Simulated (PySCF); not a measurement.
# A gas-phase reaction: FHO3W + BrH → BrHO3W + FH

What reaction energy should one expect for `[O]=[W](=[O])([OH])[F]` + `Br` → `[O]=[W](=[O])([OH])[Br]` + `F`?

Computed with PySCF 2.14.0; each step states its level. No surroundings beyond the atoms listed, unless a continuum is named. Atoms count from 0, parts from 1.

## Step 1: Starting point

Each species was relaxed by itself at PBE0-D3(BJ)/def2-SVP.

## Step 2: Reaction energy: wB97M-D3(BJ)/def2-TZVPD

What the job is given:

```
{"job": {"kind": "react", "xc": "wB97M-D3(BJ)", "basis": "def2-TZVPD"}, "charge": 0, "multiplicity": 1}
-1 FHO3W charge 0 multiplicity 1
O     -1.159350     1.039330    -0.967940
W     -0.335080    -0.227010    -0.194090
O      0.474750    -1.063670    -1.429780
O      0.921550     0.490810     0.981280
F     -1.551000    -1.359010     0.657030
H      1.649160     1.119600     0.953540

-1 BrH charge 0 multiplicity 1
Br     0.713900     0.005180    -0.008530
H     -0.708100    -0.002200     0.008360

+1 BrHO3W charge 0 multiplicity 1
O      0.554400     1.706750    -0.491990
W     -0.261420     0.265020    -0.121140
O     -0.902690    -0.292420    -1.590230
O      0.947810    -0.987140     0.547640
Br    -2.079670     0.745990     1.412030
H      1.741570    -1.438300     0.243650

+1 FH charge 0 multiplicity 1
F      0.458270    -0.010930     0.039710
H     -0.458270     0.010930    -0.039710
```

With the program's defaults for keys left out, this is: wB97M-D3(BJ)/def2-TZVPD reaction energy of separated species, gas phase.

Run with:

```
OMP_NUM_THREADS=1 python cluster_run.py task.json out
```

The driver reads the jobs from task.json and runs them one after another.

What it wrote:

```text
species 1 (FHO3W)
coarse grid: 32248 points
cycle   1  E = -392.8982289883  dE = -2.266e+01  |g| = 1.944e+00  |ddm| = 1.465e+01
cycle   2  E = -389.8689398931  dE =  3.029e+00  |g| = 4.614e+00  |ddm| = 3.451e+00
cycle   3  E = -393.5354935620  dE = -3.667e+00  |g| = 5.503e-01  |ddm| = 2.454e+00
cycle   4  E = -393.5713627891  dE = -3.587e-02  |g| = 2.927e-01  |ddm| = 3.640e-01
cycle   5  E = -393.5846883947  dE = -1.333e-02  |g| = 3.686e-02  |ddm| = 1.342e-01
cycle   6  E = -393.5849737480  dE = -2.854e-04  |g| = 8.157e-03  |ddm| = 3.250e-02
cycle   7  E = -393.5849902145  dE = -1.647e-05  |g| = 1.661e-03  |ddm| = 8.037e-03
cycle   8  E = -393.5849910208  dE = -8.063e-07  |g| = 1.714e-03  |ddm| = 2.555e-03
final grid: 66192 points
cycle   9  E = -393.5848356861  dE =  7.823e-07  |g| = 3.187e-03  |ddm| = 3.462e-03
cycle  10  E = -393.5848310598  dE =  4.626e-06  |g| = 6.065e-03  |ddm| = 4.258e-03
cycle  11  E = -393.5848375044  dE = -6.445e-06  |g| = 1.202e-04  |ddm| = 2.775e-03
cycle  12  E = -393.5848375108  dE = -6.466e-09  |g| = 9.173e-05  |ddm| = 1.442e-04
cycle  13  E = -393.5848375150  dE = -4.133e-09  |g| = 3.687e-05  |ddm| = 1.384e-04
cycle  14  E = -393.5848375154  dE = -4.136e-10  |g| = 2.077e-05  |ddm| = 4.335e-05
converged SCF energy = -393.5848375154

species 2 (BrH)
coarse grid: 9808 points
cycle   1  E = -2574.7445269933  dE = -1.114e+00  |g| = 2.813e-01  |ddm| = 9.891e-01
cycle   2  E = -2574.7574656183  dE = -1.294e-02  |g| = 1.487e-01  |ddm| = 2.652e-01
cycle   3  E = -2574.7608924330  dE = -3.427e-03  |g| = 8.639e-03  |ddm| = 8.694e-02
cycle   4  E = -2574.7609297233  dE = -3.729e-05  |g| = 2.515e-03  |ddm| = 1.266e-02
cycle   5  E = -2574.7609341238  dE = -4.401e-06  |g| = 6.636e-04  |ddm| = 4.933e-03
final grid: 18448 points
cycle   6  E = -2574.7609188607  dE = -1.901e-07  |g| = 4.145e-04  |ddm| = 9.402e-04
cycle   7  E = -2574.7609188883  dE = -2.761e-08  |g| = 2.982e-04  |ddm| = 4.150e-04
cycle   8  E = -2574.7609188961  dE = -7.846e-09  |g| = 3.346e-05  |ddm| = 1.454e-04
cycle   9  E = -2574.7609188971  dE = -1.028e-09  |g| = 1.092e-05  |ddm| = 6.317e-05
cycle  10  E = -2574.7609188972  dE = -6.139e-11  |g| = 1.699e-06  |ddm| = 1.272e-05
converged SCF energy = -2574.7609188972

species 3 (BrHO3W)
coarse grid: 34280 points
cycle   1  E = -2867.2060761318  dE = -2.336e+01  |g| = 1.848e+00  |ddm| = 1.592e+01
cycle   2  E = -2863.9645279921  dE =  3.242e+00  |g| = 4.656e+00  |ddm| = 3.639e+00
cycle   3  E = -2867.8017815631  dE = -3.837e+00  |g| = 4.657e-01  |ddm| = 2.589e+00
cycle   4  E = -2867.8254045091  dE = -2.362e-02  |g| = 2.893e-01  |ddm| = 3.593e-01
cycle   5  E = -2867.8390216042  dE = -1.362e-02  |g| = 3.470e-02  |ddm| = 1.384e-01
cycle   6  E = -2867.8392902682  dE = -2.687e-04  |g| = 1.023e-02  |ddm| = 3.286e-02
cycle   7  E = -2867.8393199458  dE = -2.968e-05  |g| = 2.684e-03  |ddm| = 1.307e-02
cycle   8  E = -2867.8393239045  dE = -3.959e-06  |g| = 1.765e-03  |ddm| = 4.886e-03
final grid: 67664 points
cycle   9  E = -2867.8391325562  dE = -3.149e-07  |g| = 2.418e-03  |ddm| = 4.854e-03
cycle  10  E = -2867.8391303149  dE =  2.241e-06  |g| = 4.399e-03  |ddm| = 3.500e-03
cycle  11  E = -2867.8391336927  dE = -3.378e-06  |g| = 3.856e-04  |ddm| = 2.216e-03
cycle  12  E = -2867.8391337280  dE = -3.526e-08  |g| = 1.187e-04  |ddm| = 3.164e-04
cycle  13  E = -2867.8391337440  dE = -1.602e-08  |g| = 1.358e-04  |ddm| = 3.822e-04
cycle  14  E = -2867.8391337480  dE = -4.011e-09  |g| = 1.410e-05  |ddm| = 1.141e-04
cycle  15  E = -2867.8391337481  dE = -1.173e-10  |g| = 8.089e-06  |ddm| = 2.574e-05
converged SCF energy = -2867.8391337481

species 4 (FH)
coarse grid: 7776 points
cycle   1  E = -100.4688203952  dE = -9.412e-02  |g| = 4.644e-01  |ddm| = 6.197e-01
cycle   2  E = -100.4724996544  dE = -3.679e-03  |g| = 5.038e-01  |ddm| = 3.808e-01
cycle   3  E = -100.5053176621  dE = -3.282e-02  |g| = 2.574e-02  |ddm| = 1.678e-01
cycle   4  E = -100.5053936436  dE = -7.598e-05  |g| = 5.007e-03  |ddm| = 1.077e-02
cycle   5  E = -100.5053982855  dE = -4.642e-06  |g| = 4.335e-04  |ddm| = 3.766e-03
final grid: 16976 points
cycle   6  E = -100.5053936271  dE = -6.416e-08  |g| = 1.043e-04  |ddm| = 8.211e-04
cycle   7  E = -100.5053936306  dE = -3.457e-09  |g| = 7.777e-05  |ddm| = 2.168e-04
cycle   8  E = -100.5053936314  dE = -7.933e-10  |g| = 2.111e-05  |ddm| = 3.715e-05
converged SCF energy = -100.5053936314

Reaction energy = 0.320 kcal/mol
```

It took 40 s on 1 thread of AMD EPYC 7B13, shared host; peak memory 0.78 GiB.

Species by species (with the dispersion term, which the log's SCF energies lack):

```csv
ν,species,energy (Eh),HOMO (eV)
-1,[O]=[W](=[O])([OH])[F],-393.58945,-11.73
-1,Br,-2574.76149,-11.15
+1,[O]=[W](=[O])([OH])[Br],-2867.84479,-11.38
+1,F,-100.50563,-14.54
```

## Step 3: Energies of the species: PBE0-D3(BJ)/def2-TZVPD

Same as in step 2 but for these lines:

```diff
@@ -1,2 +1,2 @@
-{"job": {"kind": "react", "xc": "wB97M-D3(BJ)", "basis": "def2-TZVPD"}, "charge": 0, "multiplicity": 1}
+{"job": {"kind": "react", "xc": "PBE0", "basis": "def2-TZVPD", "disp": "d3bj"}, "charge": 0, "multiplicity": 1}
 -1 FHO3W charge 0 multiplicity 1
```

Level: PBE0-D3(BJ)/def2-TZVPD reaction energy of separated species, gas phase.

What it wrote:

```text
species 1 (FHO3W)
coarse grid: 32248 points
cycle   1  E = -392.4221659270  dE = -2.214e+01  |g| = 2.075e+00  |ddm| = 1.464e+01
cycle   2  E = -384.3788738579  dE =  8.043e+00  |g| = 6.384e+00  |ddm| = 4.513e+00
cycle   3  E = -392.9901489650  dE = -8.611e+00  |g| = 1.143e+00  |ddm| = 3.745e+00
cycle   4  E = -393.1448552175  dE = -1.547e-01  |g| = 6.979e-01  |ddm| = 8.823e-01
cycle   5  E = -393.2270505541  dE = -8.220e-02  |g| = 1.000e-01  |ddm| = 3.312e-01
cycle   6  E = -393.2289176830  dE = -1.867e-03  |g| = 4.130e-02  |ddm| = 7.840e-02
cycle   7  E = -393.2291745286  dE = -2.568e-04  |g| = 2.159e-02  |ddm| = 2.653e-02
cycle   8  E = -393.2292522285  dE = -7.770e-05  |g| = 6.386e-03  |ddm| = 1.229e-02
cycle   9  E = -393.2292583611  dE = -6.133e-06  |g| = 3.124e-03  |ddm| = 4.065e-03
final grid: 66192 points
cycle  10  E = -393.2293524242  dE =  7.492e-06  |g| = 7.361e-03  |ddm| = 5.309e-03
cycle  11  E = -393.2292949565  dE =  5.747e-05  |g| = 1.920e-02  |ddm| = 1.260e-02
cycle  12  E = -393.2293606234  dE = -6.567e-05  |g| = 2.704e-03  |ddm| = 9.744e-03
cycle  13  E = -393.2293618947  dE = -1.271e-06  |g| = 3.783e-05  |ddm| = 1.264e-03
cycle  14  E = -393.2293618946  dE =  5.946e-11  |g| = 4.262e-05  |ddm| = 4.004e-05
cycle  15  E = -393.2293618950  dE = -3.263e-10  |g| = 9.288e-06  |ddm| = 2.452e-05
converged SCF energy = -393.2293618950

species 2 (BrH)
coarse grid: 9808 points
cycle   1  E = -2574.4494959027  dE = -1.080e+00  |g| = 2.722e-01  |ddm| = 1.043e+00
cycle   2  E = -2574.4541293115  dE = -4.633e-03  |g| = 1.697e-01  |ddm| = 2.595e-01
cycle   3  E = -2574.4588726461  dE = -4.743e-03  |g| = 2.987e-02  |ddm| = 1.190e-01
cycle   4  E = -2574.4591012082  dE = -2.286e-04  |g| = 4.144e-03  |ddm| = 2.197e-02
cycle   5  E = -2574.4591051926  dE = -3.984e-06  |g| = 1.308e-03  |ddm| = 4.257e-03
final grid: 18448 points
cycle   6  E = -2574.4591063288  dE = -6.973e-08  |g| = 1.372e-03  |ddm| = 2.019e-03
cycle   7  E = -2574.4591063431  dE = -1.424e-08  |g| = 1.396e-03  |ddm| = 1.787e-03
cycle   8  E = -2574.4591065631  dE = -2.200e-07  |g| = 5.112e-05  |ddm| = 8.377e-04
cycle   9  E = -2574.4591065638  dE = -6.626e-10  |g| = 1.020e-05  |ddm| = 4.388e-05
converged SCF energy = -2574.4591065638

species 3 (BrHO3W)
coarse grid: 34280 points
cycle   1  E = -2866.5602807555  dE = -2.288e+01  |g| = 1.968e+00  |ddm| = 1.590e+01
cycle   2  E = -2857.1611461473  dE =  9.399e+00  |g| = 6.385e+00  |ddm| = 6.385e+00
cycle   3  E = -2867.0731934519  dE = -9.912e+00  |g| = 1.050e+00  |ddm| = 5.687e+00
cycle   4  E = -2867.2002455163  dE = -1.271e-01  |g| = 7.373e-01  |ddm| = 9.320e-01
cycle   5  E = -2867.2947214915  dE = -9.448e-02  |g| = 8.114e-02  |ddm| = 3.666e-01
cycle   6  E = -2867.2958706855  dE = -1.149e-03  |g| = 3.829e-02  |ddm| = 8.034e-02
cycle   7  E = -2867.2961369803  dE = -2.663e-04  |g| = 1.030e-02  |ddm| = 2.760e-02
cycle   8  E = -2867.2961427423  dE = -5.762e-06  |g| = 1.016e-02  |ddm| = 1.179e-02
cycle   9  E = -2867.2961604064  dE = -1.766e-05  |g| = 2.700e-03  |ddm| = 5.859e-03
cycle  10  E = -2867.2961620656  dE = -1.659e-06  |g| = 7.209e-04  |ddm| = 2.545e-03
final grid: 67664 points
cycle  11  E = -2867.2961914532  dE =  7.971e-08  |g| = 1.361e-03  |ddm| = 3.432e-03
cycle  12  E = -2867.2961893157  dE =  2.137e-06  |g| = 3.603e-03  |ddm| = 2.747e-03
cycle  13  E = -2867.2961917467  dE = -2.431e-06  |g| = 5.377e-04  |ddm| = 2.011e-03
cycle  14  E = -2867.2961918055  dE = -5.884e-08  |g| = 5.779e-05  |ddm| = 3.990e-04
cycle  15  E = -2867.2961918062  dE = -6.648e-10  |g| = 2.323e-05  |ddm| = 4.518e-05
converged SCF energy = -2867.2961918062

species 4 (FH)
coarse grid: 1712 points
cycle   1  E = -100.3540570220  dE = -3.608e-02  |g| = 4.957e-01  |ddm| = 6.253e-01
cycle   2  E = -100.3145327382  dE =  3.952e-02  |g| = 7.430e-01  |ddm| = 5.125e-01
cycle   3  E = -100.3937801216  dE = -7.925e-02  |g| = 2.284e-02  |ddm| = 2.892e-01
cycle   4  E = -100.3938556983  dE = -7.558e-05  |g| = 4.205e-03  |ddm| = 9.788e-03
cycle   5  E = -100.3938576825  dE = -1.984e-06  |g| = 3.554e-04  |ddm| = 1.247e-03
final grid: 16976 points
cycle   6  E = -100.3948395438  dE = -1.852e-05  |g| = 3.972e-03  |ddm| = 7.449e-03
cycle   7  E = -100.3948376459  dE =  1.898e-06  |g| = 5.460e-03  |ddm| = 3.332e-03
cycle   8  E = -100.3948416785  dE = -4.033e-06  |g| = 1.000e-04  |ddm| = 2.000e-03
cycle   9  E = -100.3948416798  dE = -1.298e-09  |g| = 1.786e-05  |ddm| = 3.951e-05
cycle  10  E = -100.3948416799  dE = -4.796e-11  |g| = 3.047e-06  |ddm| = 1.028e-05
converged SCF energy = -100.3948416799

Reaction energy = -2.495 kcal/mol
```

Run time: 22 s. Hardware: 1 thread of AMD EPYC 7B13, shared host; peak memory 0.71 GiB.

Reaction energy at this level: -2.49 kcal/mol.

## Step 4: Comparing the runs

Energies in kcal/mol, with wall time:

```csv
run,reaction,time
wB97M-D3(BJ)/def2-TZVPD,0.32,40 s
PBE0-D3(BJ)/def2-TZVPD,-2.49,22 s
```

## Step 5: Results

| quantity | value |
| --- | --- |
| reaction energy (wB97M-D3(BJ)/def2-TZVPD) | 0.32 kcal/mol |
| ΔH, ΔG at 298 K (xTB thermal terms) | +2.4, +2.8 kcal/mol |
| range of the reaction energy over the runs of this table | -2.49 to 0.32 kcal/mol |

In words: The reaction is endothermic by 2.4 kcal/mol in the gas phase; dispersion gives -0.45, and xTB itself gave -10.40 for the electronic energy (xTB energies and thermal terms come from the earlier relaxation of each species, not shown). No barrier was sought. xTB and this level differ widely in the electronic energy, so what comes from xTB (the thermal terms above all) is less safe here. The reaction energy runs from -2.49 (PBE0-D3(BJ)/def2-TZVPD) to 0.32 kcal/mol (wB97M-D3(BJ)/def2-TZVPD). The runs differ in sign, so the sign is not settled.
